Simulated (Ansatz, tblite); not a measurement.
# SnCl3(OSiMe3) (C₃H₉Cl₃OSiSn): rung by rung

Aim: run the singlet of SnCl3(OSiMe3) (C₃H₉Cl₃OSiSn) at one geometry on many levels, and compare frontier levels, spin and run time.

Computed with Ansatz 0.2.0, Gaussian basis. Level: as each input shows.

Plan: GFN1-xTB, GFN2-xTB, PBE-D4/def2-TZVP, r2SCAN-D4/def2-TZVP, HF/def2-TZVP, revPBE-D4/def2-TZVP, PBE-D4/def2-SVP, PBE0-D4/def2-SVP, MP2/def2-SVP.

3 further runs of the same task are left out: 3 set aside as unsound or not needed. Runs told in other sessions of the task aren't counted.

**1. The structure**

The geometry is that of the singlet, from an earlier relaxation (r2SCAN-D4/def2-SVP).

18 atoms, charge 0, spin multiplicity 1.

Bond lengths: Sn1–Cl2 2.328 Å, Sn1–Cl3 2.327 Å, Sn1–Cl4 2.342 Å, Sn1–O5 1.940 Å, O5–Si6 1.701 Å, Si6–C7 1.873 Å, Si6–C8 1.867 Å, Si6–C9 1.872 Å, C7–H10 1.103 Å, C7–H11 1.103 Å, C7–H12 1.102 Å, C8–H13 1.102 Å, C8–H14 1.103 Å, C8–H15 1.102 Å, C9–H16 1.103 Å, C9–H17 1.102 Å, C9–H18 1.103 Å. Angles: Cl2–Sn1–Cl3 109.2°, Cl2–Sn1–Cl4 108.9°, Cl2–Sn1–O5 109.5°, Cl3–Sn1–Cl4 109.0°, Cl3–Sn1–O5 109.1°, Cl4–Sn1–O5 111.0°, Sn1–O5–Si6 132.3°, O5–Si6–C7 108.8°, O5–Si6–C8 104.5°, O5–Si6–C9 108.6°, C7–Si6–C8 111.9°, C7–Si6–C9 110.9°, C8–Si6–C9 111.9°, Si6–C7–H10 111.2°, Si6–C7–H11 111.3°, Si6–C7–H12 111.2°, H10–C7–H11 107.3°, H10–C7–H12 107.6° and more.

Sn takes a core potential in the def2 sets. No spin-orbit coupling is included.

PBE0-D4/def2-TZVP was run before; its log isn't repeated, and its numbers join the tables.

**2. GFN1-xTB**

Tight binding, by tblite at 300 K electronic temperature and without a spin-polarisation term:

```python
tblite.interface.Calculator('GFN1-xTB', numbers, positions, charge=0, uhf=0).singlepoint()
```

Energy -902.4197 eV, HOMO -11.46 eV, LUMO -9.70 eV; 0.014 s.

**3. GFN2-xTB**

Tight binding, by tblite at 300 K electronic temperature and without a spin-polarisation term:

```python
tblite.interface.Calculator('GFN2-xTB', numbers, positions, charge=0, uhf=0).singlepoint()
```

Energy -890.2617 eV, HOMO -11.11 eV, LUMO -9.48 eV; 0.013 s.

**4. PBE-D4/def2-TZVP**

start.molden holds the orbitals of an earlier run on this state, given as this run's starting guess.

in.yaml

```yaml
crystal:
  periodic: [false, false, false]
  atoms:
    - {symbol: Sn, position_ang: [2.192881, 0.957387, 1.422078]}
    - {symbol: Cl, position_ang: [2.150367, 0.647805, 3.729407]}
    - {symbol: Cl, position_ang: [4.390597, 0.820195, 0.670839]}
    - {symbol: Cl, position_ang: [1.347804, 3.084508, 0.926916]}
    - {symbol: O, position_ang: [1.139990, -0.426456, 0.562496]}
    - {symbol: Si, position_ang: [-0.343488, -0.386155, -0.269079]}
    - {symbol: C, position_ang: [-1.625988, 0.433035, 0.823008]}
    - {symbol: C, position_ang: [-0.748632, -2.180311, -0.591679]}
    - {symbol: C, position_ang: [-0.111408, 0.572613, -1.859852]}
    - {symbol: H, position_ang: [-2.619592, 0.427912, 0.344134]}
    - {symbol: H, position_ang: [-1.365278, 1.485080, 1.026260]}
    - {symbol: H, position_ang: [-1.718969, -0.088413, 1.789850]}
    - {symbol: H, position_ang: [-0.846870, -2.738685, 0.352753]}
    - {symbol: H, position_ang: [-1.696437, -2.279309, -1.146563]}
    - {symbol: H, position_ang: [0.044943, -2.660531, -1.186000]}
    - {symbol: H, position_ang: [0.165772, 1.620039, -1.655663]}
    - {symbol: H, position_ang: [0.682090, 0.125523, -2.480675]}
    - {symbol: H, position_ang: [-1.037792, 0.585766, -2.458240]}
basis:
  gaussian: {orbitals: def2-TZVP, initial_orbitals: start.molden}
hamiltonian: {xc: pbe, dispersion: d4}
scf: {omitted_lower_state_checks: [starts]}
output: {orbitals: {seedname: orbitals}}
```

Launch:

```sh
> ansatz run in.yaml --threads 4 --pin off --events-out ev --progress --plain --max-ram 6963MiB
```

The runs that follow: r2SCAN-D4/def2-TZVP; HF/def2-TZVP; revPBE-D4/def2-TZVP; PBE-D4/def2-SVP; PBE0-D4/def2-SVP; MP2/def2-SVP.

Before running them: what should the planned runs give, taken together? Wanted: gap in def2-TZVP, named functionals and Hartree-Fock, smallest and largest; correlation energy, MP2/def2-SVP; binding an atom, functionals in def2-TZVP; PBE0 total energy, smallest basis above largest.

**Answer**, as computed:

```
                                                                  quantity                                 value
gap in def2-TZVP, named functionals and Hartree-Fock, smallest and largest       3.16 eV (PBE-D4), 12.58 eV (HF)
                                          correlation energy, MP2/def2-SVP                             -33.05 eV
                                 binding an atom, functionals in def2-TZVP  3.76 (revPBE-D4) to 3.85 eV (PBE-D4)
                           PBE0 total energy, smallest basis above largest        22.22 eV (def2-SVP, def2-TZVP)
```

Orbital gaps of the named functionals and Hartree-Fock in def2-TZVP span 3.16 eV (PBE-D4) to 12.58 eV (HF); exact exchange widens it.
